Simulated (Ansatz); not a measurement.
# Molecular dynamics of V

Input:

```yaml
crystal:
  lattice:
    - [6.04, 0.0, 0.0]
    - [0.0, 6.04, 0.0]
    - [0.0, 0.0, 6.04]
  atoms:
    - { symbol: V, position: [0.01339444, 0.00979446, 0.05891801] }
    - { symbol: V, position: [0.49758018, 0.00729884, 0.02870071] }
    - { symbol: V, position: [-0.03497922, 0.4848965, 0.07489689] }
    - { symbol: V, position: [-0.02064954, -0.00986378, 0.52841608] }
    - { symbol: V, position: [0.23620976, 0.29919961, 0.31392456] }
    - { symbol: V, position: [0.50536607, 0.47184589, 0.10184747] }
    - { symbol: V, position: [0.49736344, 0.01879661, 0.52018917] }
    - { symbol: V, position: [0.74845617, 0.24320661, 0.26850486] }
    - { symbol: V, position: [0.010141, 0.51629804, 0.60282095] }
    - { symbol: V, position: [0.25174086, 0.76252436, 0.30863278] }
    - { symbol: V, position: [0.27292297, 0.23799854, 0.81358691] }
    - { symbol: V, position: [0.45845054, 0.52586931, 0.55795588] }
    - { symbol: V, position: [0.75295291, 0.72756767, 0.33710575] }
    - { symbol: V, position: [0.74980603, 0.22927833, 0.81230678] }
    - { symbol: V, position: [0.23477558, 0.75338119, 0.77848141] }
    - { symbol: V, position: [0.7534253, 0.74162419, 0.81876979] }
basis:
  ecutwfc: 420.0
kpoints:
  mp_grid: { grid: [2, 2, 2] }
hamiltonian:
  xc: pbesol
scf:
  occupations: { method: fermi_dirac, width: 0.17 }
  lower_state_search: "off"
md:
  timestep: 18.0
  n_steps: 200
  ensemble: nve
  temperature: 1200.0
  initial_velocities: maxwell_boltzmann
  seed: 69648
```

Launched with:

```bash
$ ansatz run input.yaml --threads 2 --pin off --max-ram 5120MiB --backend cpu --events-out ev --progress --plain --runs-dir out
```

It goes on from the last frame of an earlier run, with new velocities.

Output, in part (step lines):

```
md step     0: t =     0.00 fs  T =  1200.0 K  F+E_penalty+E_count = -46163.33842022 eV  E_kin = 2.326680 eV  conserved = -46161.01174024 eV  (8 SCF iters)
md step     1: t =    18.00 fs  T =  1414.0 K  F+E_penalty+E_count = -46163.74902081 eV  E_kin = 2.741533 eV  conserved = -46161.00748749 eV  (9 SCF iters)
md step     2: t =    36.00 fs  T =  1450.7 K  F+E_penalty+E_count = -46163.85630426 eV  E_kin = 2.812757 eV  conserved = -46161.04354718 eV  (9 SCF iters)
md step     3: t =    54.00 fs  T =  1195.9 K  F+E_penalty+E_count = -46163.28807470 eV  E_kin = 2.318784 eV  conserved = -46160.96929077 eV  (9 SCF iters)
md step     4: t =    72.00 fs  T =  1016.0 K  F+E_penalty+E_count = -46162.91349536 eV  E_kin = 1.969826 eV  conserved = -46160.94366935 eV  (10 SCF iters)
md step     5: t =    90.00 fs  T =  1115.0 K  F+E_penalty+E_count = -46163.15512501 eV  E_kin = 2.161941 eV  conserved = -46160.99318377 eV  (10 SCF iters)
md step     6: t =   108.00 fs  T =  1235.6 K  F+E_penalty+E_count = -46163.37269419 eV  E_kin = 2.395612 eV  conserved = -46160.97708216 eV  (9 SCF iters)
md step     7: t =   126.00 fs  T =  1337.6 K  F+E_penalty+E_count = -46163.59538980 eV  E_kin = 2.593482 eV  conserved = -46161.00190795 eV  (10 SCF iters)
[... lines left out ...]
md step   199: t =  3582.00 fs  T =  1169.2 K  F+E_penalty+E_count = -46163.21338328 eV  E_kin = 2.266905 eV  conserved = -46160.94647779 eV  (10 SCF iters)
md step   200: t =  3600.00 fs  T =  1687.9 K  F+E_penalty+E_count = -46164.41176320 eV  E_kin = 3.272584 eV  conserved = -46161.13917948 eV  (9 SCF iters)
```

The steps, from the saved trajectory:

| time (fs) | T (K) | potential energy less start (eV) | conserved less start (meV/atom) |
| --- | --- | --- | --- |
| 0.0 | 1200 | 0.000 | 0.00 |
| 108.0 | 1236 | -0.034 | 2.17 |
| 216.0 | 1094 | 0.272 | 4.15 |
| 324.0 | 1202 | 0.004 | 0.44 |
| 432.0 | 1300 | -0.185 | 0.54 |
| 540.0 | 905 | 0.691 | 7.44 |
| 648.0 | 1323 | -0.237 | 0.10 |
| 756.0 | 1060 | 0.381 | 6.77 |
| 864.0 | 994 | 0.497 | 6.12 |
| 972.0 | 1487 | -0.615 | -3.62 |
| 1080.0 | 889 | 0.721 | 7.43 |
| 1188.0 | 1457 | -0.579 | -5.03 |
| 1296.0 | 1313 | -0.214 | 0.32 |
| 1404.0 | 936 | 0.601 | 5.56 |
| 1512.0 | 1574 | -0.807 | -5.16 |
| 1620.0 | 1303 | -0.211 | -0.77 |
| 1728.0 | 1161 | 0.118 | 2.57 |
| 1836.0 | 1700 | -1.071 | -6.40 |
| 1944.0 | 1351 | -0.306 | -0.82 |
| 2052.0 | 1372 | -0.317 | 1.07 |
| 2160.0 | 1462 | -0.541 | -2.11 |
| 2268.0 | 1017 | 0.443 | 5.53 |
| 2376.0 | 1419 | -0.447 | -1.45 |
| 2484.0 | 1307 | -0.173 | 2.18 |
| 2592.0 | 1119 | 0.194 | 2.34 |
| 2700.0 | 1368 | -0.364 | -2.42 |
| 2808.0 | 1341 | -0.279 | -0.36 |
| 2916.0 | 1020 | 0.430 | 5.09 |
| 3024.0 | 1216 | -0.003 | 1.79 |
| 3132.0 | 1499 | -0.648 | -4.21 |
| 3240.0 | 807 | 0.920 | 9.89 |
| 3348.0 | 1422 | -0.478 | -2.98 |
| 3456.0 | 1230 | -0.020 | 2.41 |
| 3564.0 | 901 | 0.702 | 7.68 |

The run went to its last step. The conserved energy wandered by up to 9.9 meV per atom (net -8.0 meV per atom), which is poor conservation. A run of 3.6 ps of so small a system gives no equilibrium averages. Limits of this set-up: coarse k mesh, magnetic elements without spin.

Mean squared displacements from the first frame to the last, about the centre of mass: V 0.06 Å².

Last frame:

```xyz
16
Lattice="6.0400 0.0000 0.0000 0.0000 6.0400 0.0000 0.0000 0.0000 6.0400" Properties=species:S:1:pos:R:3
V -0.073 0.145 0.140
V 3.007 -0.091 0.287
V 0.047 3.200 0.407
V -0.047 -0.028 3.231
V 1.470 1.394 1.703
V 3.029 2.830 0.334
V 3.015 -0.110 3.197
V 4.432 1.613 1.860
V -0.071 3.107 3.555
V 1.554 4.632 1.952
V 1.453 1.496 4.990
V 2.902 3.058 3.519
V 4.450 4.444 2.063
V 4.689 1.550 4.773
V 1.490 4.501 4.851
V 4.453 4.618 4.965
```

Time of the run: 13 min on 2 threads of Intel(R) Xeon(R) 6975P-C (Granite Rapids) (shared host), peak memory 0.95 GiB.
